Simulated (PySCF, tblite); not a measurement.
# C₅H₇BF₃ radical: geometry, infrared bands and EPR parameters

What infrared bands and EPR parameters should C₅H₇BF₃ radical (`CB/C=[C]\CC(F)(F)F`) show?

The runs use tblite 0.8.0 and PySCF 2.14.0, with density-fitted response routines of our own; the level of theory stands in each step. All values are computed, except where a source is named. Atoms are numbered from 0 throughout.

## 1. Starting geometry

16 atoms, charge 0, multiplicity 2; geometry from: force field or distance geometry start.

Bonds of the start (Å): C0–B1 1.61, B1–C2 1.57, C2–C3 1.35, C3–C4 1.48, C4–C5 1.50, C5–F6 1.39, C5–F7 1.40, C5–F8 1.36, C0–H9 1.11, C0–H10 1.10, C0–H11 1.12, B1–H12 1.16, C2–H13 1.08, C4–H14 1.10, C4–H15 1.12.

## 2. Geometry optimisation with GFN2-xTB

What the job is given:

```
{"job": {"kind": "relax", "xc": "GFN2-xTB", "basis": "xTB"}, "charge": 0, "multiplicity": 2}
C      2.494400     0.675200     0.524300
B      1.246700     0.236900    -0.394200
C      0.717800    -1.213300    -0.109600
C     -0.617700    -1.390100    -0.097400
C     -1.447400    -0.189800    -0.320700
C     -2.385900     0.104200     0.814600
F     -1.693400     0.326300     2.002700
F     -3.035700     1.313400     0.561400
F     -3.257900    -0.914500     1.026100
H      2.561400     1.782500     0.613200
H      3.408300     0.204100     0.141400
H      2.293800     0.251000     1.541800
H      1.294300     0.583400    -1.502100
H      1.381900    -2.054100     0.052100
H     -0.888900     0.718700    -0.583200
H     -2.079200    -0.424900    -1.211800
```

On the command line:

```
$ OMP_NUM_THREADS=1 python probes_run.py task.json out
```

The driver reads the jobs from task.json and runs them one after another.

**Question.** This job is followed by: GFN2-xTB harmonic vibrations, gas phase; UKS B3LYP, pcH-1 on B C F H, non-relativistic, mean-field spin-orbit, GIAO. Predict these results of the whole session: strongest single infrared mode (GFN2-xTB); zero-point energy (GFN2-xTB); g(iso) (B3LYP); ⟨S²⟩; largest a(iso) (averaged by class); potential on the surface of density 0.002 e/bohr³, 1st and 99th percentile.

The runs gave:

| quantity | value |
| --- | --- |
| strongest single infrared mode (GFN2-xTB) | 1162 cm⁻¹, 247 km/mol |
| zero-point energy (GFN2-xTB) | 67.8 kcal/mol |
| g(iso) (B3LYP) | 2.00211 |
| ⟨S²⟩ | 0.759 (exact 0.75) |
| largest a(iso) (averaged by class) | 13C on C3, 309.6 MHz |
| potential on the surface of density 0.002 e/bohr³, 1st and 99th percentile | -0.60 V and 1.27 V |

What this shows: The optimisation took 115 steps and gained 1.028 eV; among the close pairs (by a distance rule), C5–F6 changed most, from 1.393 to 1.340 Å. All 42 modes are real, so the xTB geometry is a minimum. The strongest single mode, at 1162 cm⁻¹, moves mainly C5 and H14. Unscaled tight-binding wavenumbers are off by several per cent, some by more. Its intensities can rank the bands wrongly. C3 carries the largest spin population, 0.97 e. The isotropic g lies 0.2 ppt below the free-electron value. These values are for one conformer; the search (at its own cheap level) found 2 more, at 0.65, 1.10 kcal/mol, and measured spectra average over such forms.
